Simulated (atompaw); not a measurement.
# Pseudopotential generation for germanium: PAW (atompaw), PBEsol

Aim: build the potential from the settings below, then test how well it stands in for the atom: scattering, ghost states and the plane-wave cutoff that it needs.

Method: atompaw 4.2.0.5, PBEsol, scalar-relativistic.

**1. The design**

The settings as typed:

```json
{
 "element": "germanium (Ge, Z = 32)",
 "type": "PAW",
 "frozen core": "[Ar]",
 "valence charge": "14",
 "reference configuration": "3d10 4s2 4p2",
 "partial waves": "4s (bound): rc 2.05 bohr; 4s channel at 0.2 Ry: rc 2.05 bohr; 4p (bound): rc 2.05 bohr; 4p channel at 2.7 Ry: rc 2.05 bohr; 3d (bound): rc 1.05 bohr; 3d channel at -1.45 Ry: rc 1.05 bohr",
 "local potential": "bessel scheme, radius 1.80 bohr",
 "core correction": "smooth core density matched at 1.60 bohr",
 "augmentation charge": "besselshape compensation charge, radius 1.55 bohr; PAW radius 2.05 bohr; waves and projectors: custom polynom gramschmidtortho"
}
```

The outer shells as boxes (Hund's rule for the drawing; the calculation is spin-unpolarised):

```
[Ar] core
3d [↑↓][↑↓][↑↓][↑↓][↑↓]
4s [↑↓]
4p [↑ ][↑ ][  ]
```

An earlier all-electron run gives the scale for the radii.

All-electron outer shells of the reference configuration (PBEsol, scalar-relativistic, ld1.x):

| shell | level (eV) | outermost node (bohr) | outermost maximum (bohr) |
| --- | --- | --- | --- |
| 3s | -168.12 | 0.26 | 0.54 |
| 3p | -115.43 | 0.23 | 0.54 |
| 3d | -29.31 | – | 0.50 |
| 4s | -11.74 | 0.77 | 1.75 |
| 4p | -3.90 | 0.82 | 2.22 |

**2. Generating the potential**

The input, Ge.input:

```
Ge 32
GGA-PBESOL scalarrelativistic loggrid 1500 logderivrange -4 5 226
4 4 3 0 0 0
4 1 2
0 0 0
c
c
c
v
c
c
v
v
2
2.05 1.55 1.80 1.60
y
0.2
n
y
2.7
n
y
-1.45
n
custom polynom gramschmidtortho besselshape
bessel
2.05
2.05
2.05
2.05
1.05
1.05
PWSCFOUT
UPFDX 0.0125d0 UPFXMIN -7.d0 UPFZMESH 32.d0
END
```

Run with:

```console
$ atompaw < Ge.input > Ge.log
```

What does the calculation give? Wanted: cutoffs for 10 and 1 mRy, occupied levels; bound ghosts; largest phase difference near zero energy, channels read; lowest eigenvalue of the overlap; share of valence orbitals outside the PAW sphere; UPF file.

**Answer**, as computed:

| quantity | value |
| --- | --- |
| cutoffs for 10 and 1 mRy, occupied levels | 160 Ry and 260 Ry |
| bound ghosts | none found |
| largest phase difference near zero energy, channels read | 0.002 rad |
| lowest eigenvalue of the overlap (Bessel basis) | 0.272 (s) |
| share of valence orbitals outside the PAW sphere | 4s 47 %, 4p 73 %, 3d 1 % |
| UPF file | written |

The potential is very hard: the looser tolerance needs 160 Ry. The slowest level is 3d: taken alone it needs 160 Ry to come within 1 mRy, against 12 Ry for 4s. The program's ghost test flags no bound state. Near zero energy the phases of the channels with partial waves agree within 0.002 rad. These are tests on the free atom; a crystal test is still owed.
